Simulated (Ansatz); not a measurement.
## Ge2Sb2Te5 in Ansatz: the effect of functional

Crystal: Ge2Sb2Te5.

```
Te Sb Ge
1.0
     4.29406    0.00000    0.00000
    -2.14703    3.71877    0.00000
     0.00000    0.00000   17.10135
Te Sb Ge
5 2 2
Direct
  0.66667 0.33333 0.41989
  0.33333 0.66667 0.58011
  0.33333 0.66667 0.20154
  0.66667 0.33333 0.79846
  0.00000 0.00000 0.00000
  0.00000 0.00000 0.32007
  0.00000 0.00000 0.67993
  0.66667 0.33333 0.10290
  0.33333 0.66667 0.89711
```

The cell comes from a database or a generator and needn't be the stable form of this composition.

Alike in all runs:

```yaml
Program: Ansatz 0.2.0
Task: band structure
Potentials_or_basis: Ansatz PAW
k_mesh: 7 × 7 × 2
Occupations: fermi-dirac, width 0.05 eV
Spin: no spin polarisation
```

```tsv
functional	cutoff	gap on the mesh (eV)	pressure (GPa)	largest force (eV/Å)
LDA	420 eV (not typed: the program's choice for these potentials)	?	?	?
PBE	420 eV (not typed: the program's choice for these potentials)	0.28	0.3	0.09
PBEsol	420 eV (not typed: the program's choice for these potentials)	0.28	-2.2	0.13
RPBE	420 eV (not typed: the program's choice for these potentials)	0.27	1.7	0.09
revPBE	420 eV (not typed: the program's choice for these potentials)	0.27	1.3	0.09
BLYP	420 eV (not typed: the program's choice for these potentials)	0.30	4.3	0.10
r2SCAN	500 eV (not typed: the program's choice for these potentials)	0.22	-0.5	0.27
```

What does the run with functional LDA give?

gap on the mesh 0.29 eV; pressure -3.3 GPa; largest force 0.20 eV/Å.

Caveats: spin-orbit coupling is left out, which moves the levels of the heavy elements; the PAW data sets come from PBE, with cores solved anew for the run's functional, which leaves a small shift of forces and pressure (some runs).

A k mesh can miss the band edges.
